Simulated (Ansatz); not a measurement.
**C₂HCl₃Si: one species, many methods**

An exercise on one series of results from a longer session: the logs are not shown, and one member is left open.

Program: Ansatz 0.2.0, Gaussian basis. Level of theory: functionals in def2-TZVPP, the program's frozen cores in correlated methods. These are calculated values, not measurements.

The runs, in order: LDA (SPW92), PBE-D4, revPBE-D4, BLYP-D4, r2SCAN-D4, B97M-V, PBE0-D4, B3LYP-D4, r2SCANh-D4, r2SCAN0-D4, HSE06-D4, BHLYP-D4, CAM-B3LYP-D4, LC-ωPBE, ωB97X-V, ωB97M-V, B2PLYP, PBE-QIDH; CCSD(T)/def2-SVP; CCSD(T)/def2-TZVPP; MP2/def2-QZVPP; extrapolation to the limit; RPA on PBE.

## The geometry

An earlier PBE0-D4 in a triple-zeta def2 set relaxation fixed the geometry.

SMILES `C#C[Si](Cl)(Cl)Cl`, 7 atoms, charge 0, spin multiplicity 1.

Atoms are counted from 1 here; the program's logs count them from 0.

Bond lengths: C1–C2 1.205 Å, C1–H7 1.066 Å, C2–Si3 1.800 Å, Si3–Cl4 2.026 Å, Si3–Cl5 2.026 Å, Si3–Cl6 2.026 Å. Angles: C2–C1–H7 180.0°, C1–C2–Si3 180.0°, C2–Si3–Cl4 109.7°, C2–Si3–Cl5 109.7°, C2–Si3–Cl6 109.7°, Cl4–Si3–Cl5 109.3°, Cl4–Si3–Cl6 109.3°, Cl5–Si3–Cl6 109.3°.

Set-up of the first run:

in.yaml reads:

```yaml
crystal:
  periodic: [false, false, false]
  atoms:
    - {symbol: C, position_ang: [1.358824, -1.382904, 0.632508]}
    - {symbol: C, position_ang: [0.557287, -0.567614, 0.253358]}
    - {symbol: Si, position_ang: [-0.640130, 0.650295, -0.313611]}
    - {symbol: Cl, position_ang: [-2.278725, -0.291982, -1.044008]}
    - {symbol: Cl, position_ang: [0.182950, 1.788249, -1.774422]}
    - {symbol: Cl, position_ang: [-1.187450, 1.840740, 1.232237]}
    - {symbol: H, position_ang: [2.068444, -2.104785, 0.968239]}
basis:
  gaussian: {orbitals: def2-TZVPP}
hamiltonian: {xc: lda}
output: {orbitals: {seedname: orbitals}}
```

Command:

```sh
$ ansatz run in.yaml --threads 4 --pin off --events-out ev --progress --plain --max-ram 10444MiB
```

Steps of the session up to this table: LDA; PBE-D4 (GGA); revPBE-D4 (GGA); BLYP-D4 (GGA); r2SCAN-D4 (meta-GGA); B97M-V (meta-GGA); PBE0-D4 (hybrid); B3LYP-D4 (hybrid); r2SCANh-D4 (hybrid); r2SCAN0-D4 (hybrid); HSE06-D4 (hybrid); BHLYP-D4 (hybrid); CAM-B3LYP-D4 (range-separated); LC-ωPBE (range-separated); ωB97X-V (range-separated); ωB97M-V (range-separated); B2PLYP (double hybrid); PBE-QIDH (double hybrid).

One of the session's tables, all rows but one given; the rest of the session is left out.

It belongs to the step «Orbital energies across the functionals». 

```
  functional  HOMO (eV)  gap (eV)
 LDA (SPW92)      -7.84      5.73
      PBE-D4      -7.65      5.80
   revPBE-D4      -7.58      5.83
     BLYP-D4      -7.46      5.80
   r2SCAN-D4      -7.93      6.30
      B97M-V      -7.93      6.39
     PBE0-D4      -8.93      8.00
    B3LYP-D4      -8.65      7.55
  r2SCANh-D4      -8.41      7.11
  r2SCAN0-D4      -9.11      8.32
    HSE06-D4          ?         ?
    BHLYP-D4     -10.01     10.17
CAM-B3LYP-D4     -10.28     10.51
     LC-ωPBE     -11.76     13.10
     ωB97X-V     -11.32     12.60
     ωB97M-V     -11.17     12.34
```

**Question.** Estimate the row for HSE06-D4.

**Answer.** HOMO (eV): -8.52; gap (eV): 7.22. In the column «HOMO (eV)» it lies between B3LYP-D4 (-8.65) and r2SCANh-D4 (-8.41).
